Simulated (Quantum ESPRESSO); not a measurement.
WF in Quantum ESPRESSO: convergence with density cutoff

Crystal: WF.

```
W F
1.0
     1.36589    0.78860    5.06960
    -1.36589    0.78860    5.06960
     0.00000   -1.57719    5.06960
W F
1 1
Cartesian
  -0.0230 0.0181 12.3395
  -0.0404 0.0420 14.2376
```

The cell was built by a generator and needn't be a form met in nature.

The cell isn't the ideal one: atoms moved at random, drawn with an rms of 0.05 Å.

* Program: Quantum ESPRESSO 7.5
* Task: single point
* Functional: LDA
* Potentials or basis: GBRV 1.5 LDA
* Cutoff: 762 eV
* Density cutoff: 3048 eV
* k mesh: 8 × 8 × 8
* Occupations: fermi-dirac, width 0.1 eV
* Spin: no spin polarisation

These are the settings of the first run; the series varies density cutoff, with any setting tied to it.

Hardware: 1 thread of Intel(R) Xeon(R) 6975P-C (Granite Rapids) (shared host).

```tsv
density cutoff	energy less the tightest run, at zero smearing (meV/atom)	SCF cycles	CPU time (s)	peak memory (GiB)
224 Ry	0.04	10	130	0.23
280 Ry	0.02	10	130	0.26
336 Ry	0.02	10	130	0.3
392 Ry	0.01	10	140	0.35
448 Ry	0.01	10	130	0.4
560 Ry	0.00	10	140	0.49
672 Ry	0.00	10	140	0.61
896 Ry	0.00	10	150	0.81
```

Against the tightest run, the energy stays within 1 meV/atom from 224 Ry on. The tightest run that finished is the yardstick and may itself not be fully converged.

Caveat, for the tightest run too: the k mesh is coarse; an odd number of electrons without spin polarisation forces a metal; a magnetic or distorted state may lie lower. Spin-orbit coupling is left out, which matters for the levels of W.
